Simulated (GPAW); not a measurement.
# Ta2Co (I4/mcm) in GPAW: reference runs

How does Ta2Co come out in PBEsol? The cell is run as given.

Everything below comes from runs of GPAW 26.7.0. Logs are shortened: lines on timing, memory, paths and dates and some standing lists are left out, and cuts for length are marked. The log counts tension as positive stress, the text compression.

### Step 1. Starting point

Symmetry: I4/mcm, No. 140, tetragonal system. Conventional cell: a = 6.084 Å, b = 6.084 Å, c = 4.966 Å, α = 90.00°, β = 90.00°, γ = 90.00°. Ta (site symmetry m2m) has 4 Co at 2.60 Å and 3 Ta at 2.78 to 2.91 Å as nearest neighbours. Co (site symmetry 422) has 2 Co at 2.48 Å and 8 Ta at 2.60 Å as nearest neighbours.

The cell comes from a database or a generator and needn't be the stable form of this composition.

### Step 2. Single point, PBEsol, collinear spin, ferromagnetic start

run.py reads:

```python
from ase import Atoms
from ase.dft.bandgap import bandgap
from ase.io import write
from ase.units import Bohr, GPa
from gpaw import GPAW, PW, setup_paths
from gpaw.elf import elf_from_dft_calculation

setup_paths.insert(0, '.')

atoms = Atoms(['Ta', 'Ta', 'Ta', 'Ta', 'Co', 'Co'],
              cell=[[-3.0421390431, 3.0421390431, 2.4827621954],
                    [3.0421390431, -3.0421390431, 2.4827621954],
                    [3.0421390431, 3.0421390431, -2.4827621954]],
              scaled_positions=[[0.338646155, 0.838646155, 0.17729231],
                                [0.838646155, 0.661353845, 0.5],
                                [0.161353845, 0.338646155, 0.5],
                                [0.661353845, 0.161353845, 0.82270769],
                                [0.75, 0.75, 0.0],
                                [0.25, 0.25, 0.0]],
              pbc=True)
atoms.set_initial_magnetic_moments([0.0, 0.0, 0.0, 0.0, 2.0, 2.0])

calc = GPAW(mode=PW(600),
            xc='PBEsol',
            kpts={'size': (7, 7, 7), 'gamma': True},
            occupations={'name': 'fermi-dirac', 'width': 0.05},
            nbands=63,
            convergence={'density': 1e-05, 'energy': 1e-05},
            maxiter=150,
            txt='gpaw.txt')
atoms.calc = calc
energy = atoms.get_potential_energy()
forces = atoms.get_forces()
stress = atoms.get_stress()
calc.write('gs.gpw')
write('result.traj', atoms)
print(f'Energy: {energy:.6f} eV')
print('Forces (eV/A):')
print(forces.round(4))
print('Stress (GPa):', (stress / GPa).round(3))
print('Moments:', calc.get_magnetic_moments().round(3))
print('Fermi level:', round(calc.get_fermi_level(), 4), 'eV')
print(f'Gap: {bandgap(calc)[0]:.4f} eV, direct: {bandgap(calc, direct=True)[0]:.4f} eV')

# fields on the real-space grid
write('density.cube', atoms, data=calc.get_pseudo_density() * Bohr**3)
write('potential.cube', atoms, data=calc.get_electrostatic_potential())
write('spin.cube', atoms, data=(calc.get_pseudo_density(spin=0) - calc.get_pseudo_density(spin=1)) * Bohr**3)
write('elf.cube', atoms, data=elf_from_dft_calculation(calc).data)
```

Potentials or basis: PAW data sets generated in the run's folder for this functional, pw.

On the command line:

```bash
gpaw-setup -f PBEsol Co Ta
OMP_NUM_THREADS=1 python run.py
```

gpaw.txt:

```text
__  _  _
 | _ |_)|_||  |
 |__||  | ||/\| - 26.7.0

Input parameters:
  mode=PW(ecut=600.0),
  convergence={'density': 1e-05, 'energy': 1e-05},
  kpts=MonkhorstPack(size=(7, 7, 7), gamma=True),
  maxiter=150,
  nbands=63,
  occupations=Occupations(name='fermi-dirac', width=0.05),
  xc=XC(name='PBEsol')

Diagonalizing LCAO Hamiltonian
Converting LCAO to pw mode

        Co  Ta

            Taa
        Co
              Ta

Atoms  # Å, Bohr magnetons
|   | symbol |        x |         y |         z |    initial magnetic moments |
|---|--------|----------|-----------|-----------|-----------------------------|
| 0 |     Ta | 2.060417 | -0.981722 |  2.482762 | ( 0.0000,  0.0000,  0.0000) |
| 1 |     Ta | 0.981722 |  2.060417 |  2.482762 | ( 0.0000,  0.0000,  0.0000) |
| 2 |     Ta | 2.060417 |  0.981722 |  0.000000 | ( 0.0000,  0.0000,  0.0000) |
| 3 |     Ta | 0.981722 |  4.023861 | -0.000000 | ( 0.0000,  0.0000,  0.0000) |
| 4 |     Co | 0.000000 | -0.000000 |  3.724143 | ( 0.0000,  0.0000,  2.0000) |
| 5 |     Co | 0.000000 |  0.000000 |  1.241381 | ( 0.0000,  0.0000,  2.0000) |

Unit cell  # Å
| periodic |         x |         y |         z |  lengths |     angles |
|----------|-----------|-----------|-----------|----------|------------|
|      yes | -3.042139 |  3.042139 |  2.482762 | 4.967225 | 104.467382 |
|      yes |  3.042139 | -3.042139 |  2.482762 | 4.967225 | 104.467382 |
|      yes |  3.042139 |  3.042139 | -2.482762 | 4.967225 | 120.022655 |

Number of symmetries: 8
Symmetry operations  # r_c * U_cc + t_c -> r_c
|   | kind |            matrix            |
|---|------|------------------------------|
| 0 |  C4  |  1, 1, 1,  0, 0,-1, -1, 0, 0 |
| 1 |  E   |  1, 0, 0,  0, 1, 0,  0, 0, 1 |
| 2 |  C2  |  0, 1, 0,  1, 0, 0, -1,-1,-1 |
| 3 |  S4  |  0, 0, 1, -1,-1,-1,  0, 1, 0 |
| 4 |  C4  |  0, 0,-1,  1, 1, 1,  0,-1, 0 |
| 5 |  σ   |  0,-1, 0, -1, 0, 0,  1, 1, 1 |
| 6 |  i   | -1, 0, 0,  0,-1, 0,  0, 0,-1 |
| 7 |  S4  | -1,-1,-1,  0, 0, 1,  1, 0, 0 |

BZ-sampling:
  Number of BZ points: 343
  Number of IBZ points: 52

  Monkhorst-Pack size: [7, 7, 7]
  Monkhorst-Pack shift: [0, 0, 0]

K-points  # in reciprocal-cell coordinates
|     |                                coordinates |     weight |
|-----|--------------------------------------------|------------|
|   0 | (  0.00000000,   0.00000000,   0.00000000) | 0.00291545 |
|   1 | (  0.14285714,  -0.14285714,   0.00000000) | 0.01166181 |
|   2 | (  0.14285714,  -0.14285714,   0.14285714) | 0.01166181 |
|   3 | (  0.14285714,   0.00000000,   0.00000000) | 0.02332362 |
|   4 | (  0.14285714,   0.14285714,  -0.14285714) | 0.00583090 |
|   5 | (  0.28571429,  -0.28571429,  -0.14285714) | 0.01166181 |
|   6 | (  0.28571429,  -0.28571429,   0.00000000) | 0.01166181 |
|   7 | (  0.28571429,  -0.28571429,   0.14285714) | 0.01166181 |
|   8 | (  0.28571429,  -0.28571429,   0.28571429) | 0.01166181 |
|   9 | (  0.28571429,  -0.14285714,  -0.14285714) | 0.02332362 |
| ... |                                            |            |
|  51 | (  0.42857143,   0.42857143,   0.42857143) | 0.02332362 |

Plane wave coefficients: 3102
Cutoff: 600.0 eV

Spin-components: 2 (collinear spins)
Bands:           63
Projectors:      36
Spin-degeneracy: 1
Datatype:        complex128

Parallelization:
  kpt:    1
  domain: 1
  band:   1

Density:
  Valence electrons: 70.0
  Components: 2
  Grid points: [30 30 30]
  Charge: 0.0  # |e|

Potential:
  Grid points: [30 30 30]

species:
  Ta:
    name:    Tantalum
    Z:       73.0
    valence: 13
    core:    60
    charge:  0.0  # [|e|]
    compensation charges:
      type: gauss
      rc: 0.42  # [Å]
      lmax: 2
    cutoffs:
      filter: 2.36  # [Å]
      core: 3.45  # [Å]
    projectors
    | kind |    occ | energy [eV] | rcut [Å] |
    |------|--------|-------------|----------|
    |   5s |  2.000 |     -72.818 |    1.365 |
    |   6s |  2.000 |      -5.457 |    1.365 |
    |   5p |  6.000 |     -39.444 |    1.349 |
    |   6p |  0.000 |      -1.369 |    1.349 |
    |   5d |  3.000 |      -3.632 |    1.307 |
    |    d |        |      23.579 |    1.307 |

    Using partial waves for Ta as LCAO basis

  Co:
    name:    Cobalt
    Z:       27.0
    valence: 9
    core:    18
    charge:  0.0  # [|e|]
    compensation charges:
      type: gauss
      rc: 0.32  # [Å]
      lmax: 2
    cutoffs:
      filter: 1.87  # [Å]
      core: 2.55  # [Å]
    projectors
    | kind |    occ | energy [eV] | rcut [Å] |
    |------|--------|-------------|----------|
    |   4s |  2.000 |      -5.488 |    1.005 |
    |   4p |  0.000 |      -1.248 |    1.058 |
    |   3d |  7.000 |      -8.230 |    1.005 |
    |    s |        |      21.723 |    1.005 |
    |    p |        |      25.963 |    1.058 |
    |    d |        |      18.981 |    1.005 |

    Using partial waves for Co as LCAO basis

Reference energy: -1771922.282220  # eV

eigensolver:
  PPCG
  Converge bands: occupied
  niter=2

density mixing:
  MSR1-Mixer
  Pratt-step length: 0.05
  Maximum mixing coefficient: 0.75
  Old densities: 10
  SVD Regularization: 0.005
  Good broyden scale: 1.0
  Trust region scale: 1.0
  Backstep threshold: 4.0
  History deletion threshold: 6.0
  Fourier metric: weight=20.0, sigma=0.015

occupation numbers:
  Fermi-Dirac:
    width: 0.0500  # eV

poisson solver:
  ecut: 4800.0  # eV

xc functional:
  name: PBEsol with 2 nearest neighbor stencil

convergence criteria:
- Maximum integral of absolute [dens]ity change: 1e-05 electrons / valence electron
- Maximum [total energy] change in last 3 cyles: 1e-05 eV / valence electron
- Maximum integral of absolute [eigenst]ate change: 4e-08 eV^2 / valence electron
maximum number of iterations: 150

SCF iterations
|iter     | |      energy | eigst |  dens |  magmom |
|---------|-|-------------|-------|-------|---------|
|iter:   1| |  -63.964518 | +0.26 |       |  +4.0065|
|iter:   2| |  -62.534276 | -1.64 | -0.88 |  +3.8572|
|iter:   3| |  -61.876622 | -2.21 | -1.01 |  +3.4816|
|iter:   4| |  -61.511133 | -1.86 | -1.12 |  +2.8169|
|iter:   5| |  -61.684281 | -2.11 | -1.31 |  +1.8459|
|iter:   6| |  -61.887868 | -2.64 | -1.57 |  +0.7149|
|iter:   7| |  -61.949009 | -2.75 | -1.87 |  -0.2023|
|iter:   8| |  -61.956006 | -3.83 | -2.11 |  -0.1568|
|iter:   9| |  -61.958974 | -4.03 | -2.36 |  -0.1034|
|iter:  10| |  -61.959304 | -5.23 | -2.89 |  -0.0504|
|iter:  11| |  -61.959395c| -5.62 | -3.22 |  -0.0084|
|iter:  12| |  -61.959398c| -6.79 | -3.93 |  -0.0016|
|iter:  13| |  -61.959398c| -7.62c| -4.39 |  -0.0002|
|iter:  14| |  -61.959398c| -7.93c| -4.87 |  -0.0000|
|iter:  15| |  -61.959398c| -8.25c| -5.44c|  +0.0000|

Converged in 15 steps
Energy contributions relative to reference atoms: (reference = -1771922.282220)

Energy contributions:
  Kinetic:          34.000406
  Coulomb:         -36.241919
  Zero:             -1.032947
  External:          0.000000
  Xc:              -58.663120
  Entropy:          -0.043636
  Spinorbit:         0.000000
  ----------------------------
  Free energy:     -61.981216
  Extrapolated:    -61.959398

dipole moment: (-16.561242, -16.561242, 13.516007)  # |e|*Ang

Total magnetic moment: (0.000000, 0.000000, 0.000008)

Local magnetic moments
|        x |        y |         z |
|----------|----------|-----------|
| 0.000000 | 0.000000 | -0.000003 |  # Ta   0
| 0.000000 | 0.000000 | -0.000003 |  # Ta   1
| 0.000000 | 0.000000 | -0.000003 |  # Ta   2
| 0.000000 | 0.000000 | -0.000003 |  # Ta   3
| 0.000000 | 0.000000 |  0.000006 |  # Co   4
| 0.000000 | 0.000000 |  0.000006 |  # Co   5

Fermi level: 11.867
Eigenvalues  # (at kpt = [0.000, 0.000, 0.000])
| band index |      eig [eV] | occ [0-1] |      eig [eV] | occ [0-1] |
|------------|---------------|-----------|---------------|-----------|
|          0 |       -55.473 |     1.000 |       -55.473 |     1.000 |
|        ... |               |           |               |           |
|         28 |        10.649 |     1.000 |        10.649 |     1.000 |
|         29 |        10.649 |     1.000 |        10.649 |     1.000 |
|         30 |        11.032 |     1.000 |        11.032 |     1.000 |
|         31 |        11.320 |     1.000 |        11.320 |     1.000 |
|         32 |        11.320 |     1.000 |        11.320 |     1.000 |
|         33 |        11.594 |     0.996 |        11.594 |     0.996 |
[... 8 lines left out ...]
|         42 |        13.888 |     0.000 |        13.888 |     0.000 |
|         43 |        16.350 |     0.000 |        16.350 |     0.000 |
|        ... |               |           |               |           |
|         62 |        28.532 |     0.000 |        28.532 |     0.000 |

No gap
No difference between direct/indirect transitions

Forces  # eV/Ang
|        x |        y |        z |
|----------|----------|----------|
| -0.00337 | -0.00337 |  0.00000 |  # Ta   0
|  0.00337 | -0.00337 |  0.00000 |  # Ta   1
| -0.00337 |  0.00337 |  0.00000 |  # Ta   2
|  0.00337 |  0.00337 |  0.00000 |  # Ta   3
| -0.00000 |  0.00000 | -0.00000 |  # Co   4
| -0.00000 |  0.00000 |  0.00000 |  # Co   5

Stress tensor  # eV/Ang^3
|        x |         y |         z |
|----------|-----------|-----------|
| 0.020002 |  0.000000 |  0.000000 |
| 0.000000 |  0.020002 | -0.000000 |
| 0.000000 | -0.000000 |  0.027464 |

# Writing to gs.gpw (mode='')
```

Run time: 12 min. Hardware: 1 thread of Arm Neoverse V2, shared host; peak memory 0.57 GiB.

Results:

```yaml
Free_energy: -61.9812 eV
Pressure: -3.6 GPa
Largest_force: 0.005 eV/Å
Band_gap_on_the_k_mesh: none (metal or under the smearing width)
Net_moment: 0.00 μB per cell
```

Forces on the atoms (eV/Å):
```
Ta  -0.003 -0.003  0.000
Ta   0.003 -0.003  0.000
Ta  -0.003  0.003  0.000
Ta   0.003  0.003  0.000
Co   0.000  0.000  0.000
Co   0.000  0.000  0.000
```

Stress tensor (GPa, compression positive):
```
-3.20  0.00  0.00
 0.00 -3.20  0.00
 0.00  0.00 -4.40
```

Levels at points of the mesh, in eV from the Fermi level:
Spin up:
```
           k point  band 33  band 34  band 35  band 36  band 37  band 38
(0.00, 0.00, 0.00)    -0.55    -0.27    -0.16    -0.16     0.46     0.98
```
Spin down:
| k point | band 31 | band 32 | band 33 | band 34 | band 35 | band 36 | band 37 | band 38 | band 39 | band 40 |
| --- | --- | --- | --- | --- | --- | --- | --- | --- | --- | --- |
| (0.00, 0.00, 0.00) | -0.83 | -0.55 | -0.55 | -0.27 | -0.16 | -0.16 | 0.46 | 0.98 | 1.08 | 1.35 |

Caveat: the starting moments collapsed, and a magnetic state may lie lower. The run has no spin-orbit coupling, so splittings on Ta are missing.
